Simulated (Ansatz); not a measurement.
## CH5NP2Si2, SMILES N#C[Si@@H]1[P@@H][SiH2][P@@H]1: a single point from an input written key by key, step by step

Program: Ansatz 0.2.0, Python API.

Input file `ch5np2si2.yaml`:
```yaml
crystal:
  periodic: [false, false, false]
  atoms:
    - { symbol: "N", position_ang: [3.5903, -1.1393, 0.003] }
    - { symbol: C, position_ang: [2.4892, -0.9072, -0.2855] }
    - { symbol: Si, position_ang: [0.7274, -0.5315, -0.7363] }
    - { symbol: P, position_ang: [0.1399, 1.5683, -0.3093] }
    - { symbol: Si, position_ang: [-1.807, 0.566, -0.0196] }
    - { symbol: P, position_ang: [-0.7319, -1.1758, 0.8103] }
    - { symbol: H, position_ang: [0.2876, -0.9453, -2.0929] }
    - { symbol: H, position_ang: [0.5382, 1.5884, 1.0459] }
    - { symbol: H, position_ang: [-2.6465, 1.2448, 0.9903] }
    - { symbol: H, position_ang: [-2.4575, 0.2463, -1.3098] }
    - { symbol: H, position_ang: [-0.1298, -0.5145, 1.9039] }
basis:
  gaussian: { orbitals: def2-SVP }
correlation:
  method: mp2
```

At the Python prompt:
```pycon
>>> import ansatz as az
>>> session = az.Session.from_deck("ch5np2si2.yaml")
>>> r = session.plan(threads=1).execute().report
>>> print(f"E = {r['free_energy_ev']:.6f} eV = {r['free_energy_ev'] / 27.211386246:.7f} Ha")
E = -36865.778156 eV = -1354.7923587 Ha
>>> print("converged:", r["converged"], " doubts:", r["published_state_doubts"] or "none")
converged: True  doubts: none
>>> symbols = ["N", "C", "Si", "P", "Si", "P", "H", "H", "H", "H", "H"]
>>> parts = r["correlation"]
>>> for name in ("random_phase", "coupled_cluster", "perturbative"):
...     if name in parts:
...         print(f"{name:16s} {parts[name]['energy']['hartree']:12.7f} Ha")
...
>>> if "second_order" in parts:
...     pair = parts["second_order"]
...     print(f"MP2 same spin {pair['same_spin']['hartree']:.7f} Ha, opposite spin {pair['opposite_spin']['hartree']:.7f} Ha")
...
MP2 same spin -0.1671579 Ha, opposite spin -0.5336004 Ha
```

Reading the output:
- Total energies depend on the basis set; only differences at equal settings carry meaning.
- The geometry is a force-field or estimated start, not a minimum of this method, and the basis set is short of its limit.
- Run time: 3.3 s on 1 thread of Arm Neoverse V2, with other jobs on the host, peak memory 0.32 GiB.
